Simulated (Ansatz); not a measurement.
# Ge3PdRu: one candidate of a structure search

Where does this trial cell of Ge3PdRu go when cell and atoms are let free?

Program: Ansatz 0.2.0. Level of theory: DFT PBE, scalar-relativistic, plane waves, PAW. These are calculated values, not measurements.

### Step 1. The structure to begin with

Symmetry: Pm-3m, No. 221, cubic system. Conventional cell: a = 4.457 Å, b = 4.457 Å, c = 4.457 Å, α = 90.00°, β = 90.00°, γ = 90.00°. Around Ge (site symmetry 4/mmm) lie 2 Pd at 2.23 Å. Ru (site symmetry m-3m) has 12 Ge at 3.15 Å as nearest neighbours. Pd (site symmetry m-3m) has 6 Ge at 2.23 Å as nearest neighbours.

As a file:

```
CELL_PARAMETERS angstrom
4.45660 0.00000 0.00000
0.00000 4.45660 0.00000
0.00000 0.00000 4.45660
ATOMIC_POSITIONS crystal
Ge 0.00000 0.50000 0.50000
Ge 0.50000 0.00000 0.50000
Ge 0.50000 0.50000 0.00000
Ru 0.00000 0.00000 0.00000
Pd 0.50000 0.50000 0.50000
```

Recipe of the guess: species swapped into a database cell of Ca3BiN (Pm-3m, No. 221), with Ge on the Ca sites, Ru on the Bi sites and Pd on the N sites. The dimensions are guesses.

### Step 2. The guess as it stands, on a coarse mesh

input.yaml reads:

```yaml
crystal:
  lattice:
    - [4.45659556, 0.0, 0.0]
    - [0.0, 4.45659556, 0.0]
    - [0.0, 0.0, 4.45659556]
  atoms:
    - { symbol: Ge, position: [0.0, 0.5, 0.5] }
    - { symbol: Ge, position: [0.5, 0.0, 0.5] }
    - { symbol: Ge, position: [0.5, 0.5, 0.0] }
    - { symbol: Ru, position: [0.0, 0.0, 0.0] }
    - { symbol: Pd, position: [0.5, 0.5, 0.5] }
basis:
  ecutwfc: 420
kpoints:
  mp_grid: { grid: [4, 4, 4] }
hamiltonian:
  xc: pbe
scf:
  occupations: { method: gaussian, width: 0.1 }
  lower_state_search: "off"
output:
  forces: true
  stress: true
  eigenvalues: true
```

Run with:

```
> ansatz run input.yaml --threads 1 --pin off --max-ram 2560MiB --backend cpu --events-out ev --progress --plain --runs-dir out
```

Further runs follow: coarse relaxation; spin check on a coarse mesh; full relaxation.

Q: Predict the outcome of this session. Wanted: conventional cell; volume; energy over the elements; gap on the mesh; total moment.

As calculated:

```
                              quantity                                                                      value
symmetry at the end (tolerance 0.05 Å)                                                space group Pm-3m (No. 221)
                     conventional cell  a = 4.773 Å, b = 4.773 Å, c = 4.773 Å, α = 90.00°, β = 90.00°, γ = 90.00°
                                volume                                                              21.74 Å³/atom
              energy over the elements                                                              +0.96 eV/atom
                       gap on the mesh                                                               none (metal)
                          total moment                                                               1.79 μB/cell
```

The space group Pm-3m (No. 221) is kept, and the volume per atom grows by 22.8 % from the first guess. With a positive formation energy it can't be a ground state. No finished test with a distortion of lower symmetry is shown, so the end may be a saddle point. Other magnetic orders were not searched.
